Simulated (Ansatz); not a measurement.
# MnCuAs: the cost of one run

Method: DFT PBE, scalar-relativistic, plane waves, PAW, in Ansatz 0.2.0.

## (1) Starting point

The structure is tetragonal, space group P4/nmm (No. 129). The conventional cell has a = 3.712 Å, b = 3.712 Å, c = 6.392 Å, α = 90.00°, β = 90.00°, γ = 90.00°. Mn (site symmetry 4mm) has 5 As at 2.48 to 2.65 Å and 4 Cu at 2.84 Å as nearest neighbours. Cu (site symmetry -4m2) has 4 As at 2.56 Å and 4 Cu at 2.62 Å and 4 Mn at 2.84 Å as nearest neighbours. Around As (site symmetry 4mm) lie 5 Mn at 2.48 to 2.65 Å and 4 Cu at 2.56 Å.

Structure file:

```
CELL_PARAMETERS angstrom
3.71188 0.00000 0.00000
0.00000 3.71188 0.00000
0.00000 0.00000 6.39222
ATOMIC_POSITIONS crystal
Mn 0.00000 0.50000 0.16334
Mn 0.50000 0.00000 0.83666
Cu 0.00000 0.00000 0.50000
Cu 0.50000 0.50000 0.50000
As 0.00000 0.50000 0.77476
As 0.50000 0.00000 0.22524
```

This cell comes from an earlier session at PBE: 14.679 Å³/atom at -0.02 GPa, on a 10×10×6 mesh.

## (2) Antiferromagnetic, in the cell as typed

File input.yaml:

```yaml
crystal:
  lattice:
    - [3.71187559, 0.0, 0.0]
    - [0.0, 3.71187559, 0.0]
    - [0.0, 0.0, 6.39222209]
  atoms:
    - { symbol: Mn, position: [0.0, 0.5, 0.1633353954], spin: 3.5 }
    - { symbol: Mn, position: [0.5, 0.0, 0.8366646046], spin: -3.5 }
    - { symbol: Cu, position: [0.0, 0.0, 0.5] }
    - { symbol: Cu, position: [0.5, 0.5, 0.5] }
    - { symbol: As, position: [0.0, 0.5, 0.774757979] }
    - { symbol: As, position: [0.5, 0.0, 0.225242021] }
basis:
  ecutwfc: 420
  ecutrho_ratio: 4
kpoints:
  mp_grid: { grid: [10, 10, 6] }
hamiltonian:
  xc: pbe
scf:
  occupations: { method: gaussian, width: 0.05 }
  lower_state_search: "off"
output:
  forces: true
  stress: true
  eigenvalues: true
  populations: true
magnetization:
  spin_polarized: true
```

The run is started by

```bash
> ansatz run input.yaml --threads 4 --pin off --max-ram 10240MiB --backend cpu --events-out ev --progress --plain --runs-dir out
```

What time and memory should one allow on 4 threads of Arm Neoverse V1, shared host?

About 55 s, with a peak of 0.84 GiB.
